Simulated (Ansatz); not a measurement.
Run this with the Python package of Ansatz (0.2.0) and show what comes out.

Script `elastic.py`:
```python
# -*- coding: utf-8 -*-
from dataclasses import replace
import logging
import sys

import ansatz as az
import numpy as np

logging.basicConfig(stream=sys.stdout, format="%(levelname)s:%(name)s:%(message)s")
log = logging.getLogger("bamg2sb2")
log.setLevel(logging.INFO)

cell = (
    az.Lattice.from_parameters(4.77, 4.77, 8.1, alpha=90, beta=90, gamma=120)
    .space_group(164)
    .atom("Ba", (0.0, 0.0, 0.0))
    .atom("Mg", (1 / 3, 2 / 3, 0.6247))
    .atom("Sb", (1 / 3, 2 / 3, 0.268))
)

base = (
    cell.calculation()
    .pseudopotentials("paw")
    .functional("r2SCAN")
    .occupations("fixed")
    .kpoints(6, 6, 4)
)
rest = base.relax(cell=True).run(threads=1).lattice
relaxed = az.Crystal(lattice=az.Lattice.of(rest.cell_ang))
for site in rest.sites:
    relaxed = relaxed.atom(site.symbol, site.position_frac)
base = replace(base, crystal=relaxed)
log.info("relaxed volume {:.3f} A^3".format(abs(np.linalg.det(rest.cell_ang))))
res = base.elastic(az.ElasticMode.CLAMPED_ION).run(threads=1)
elastic = res.elastic

print(np.array2string(np.round(elastic.c_gpa, 1) + 0.0, suppress_small=True))
print("Voigt stress of the unstrained cell (GPa, tension positive):", np.round(elastic.sigma0_gpa, 3) + 0.0)
print("smallest eigenvalue of C:", round(elastic.stability.min_eigenvalue_gpa, 1), "GPa; tensor positive definite:", elastic.stability.min_eigenvalue_gpa > 0)
if elastic.stability.min_eigenvalue_gpa > 0:
    m = elastic.moduli
    log.info(f"K = {m.k_hill_gpa:.1f}, G = {m.g_hill_gpa:.1f}, E = {m.youngs_gpa:.1f} GPa, Poisson ratio {m.poisson:.3f}, K/G = {m.k_hill_gpa / m.g_hill_gpa:.2f}")
```

Output of `python elastic.py`:
```text
DeckWarning: basis.ecutwfc = 500 eV, auto-derived from the records' recommended cutoffs: set by Ba (their level for a meta-GGA)
INFO:bamg2sb2:relaxed volume 162.800 A^3
[[79.9 19.8 20.2 -8.7  0.   0. ]
 [19.8 79.9 20.2  8.7  0.   0. ]
 [20.2 20.2 86.   0.   0.   0. ]
 [-8.7  8.7  0.  30.8  0.   0. ]
 [ 0.   0.   0.   0.  30.8 -8.7]
 [ 0.   0.   0.   0.  -8.7 30. ]]
Voigt stress of the unstrained cell (GPa, tension positive): [-0.004 -0.004 -0.007  0.     0.     0.   ]
smallest eigenvalue of C: 21.7 GPa; tensor positive definite: True
INFO:bamg2sb2:K = 40.7, G = 29.7, E = 71.6 GPa, Poisson ratio 0.207, K/G = 1.37
```
(Warnings from the package without file and line.)

Under fixed occupations the level called the Fermi level is the highest filled one on the SCF mesh; off the mesh a filled band can lie a little above it. A positive definite tensor excludes instabilities under uniform strain alone; phonons elsewhere in the zone can still be imaginary. These are clamped-ion constants: where atoms have free coordinates under strain, the relaxed-ion ones can be far smaller or negative, so this tensor doesn't settle whether the crystal is stable. The structure is a deposited one; some such entries were measured under pressure or heat, so a shift against it needn't be the functional's error alone. The constants belong to the cell that was strained; where it wasn't relaxed first it may be under stress. It ran for 7 min on 1 thread of Arm Neoverse V1, with other jobs on the host, peak memory 1 GiB.
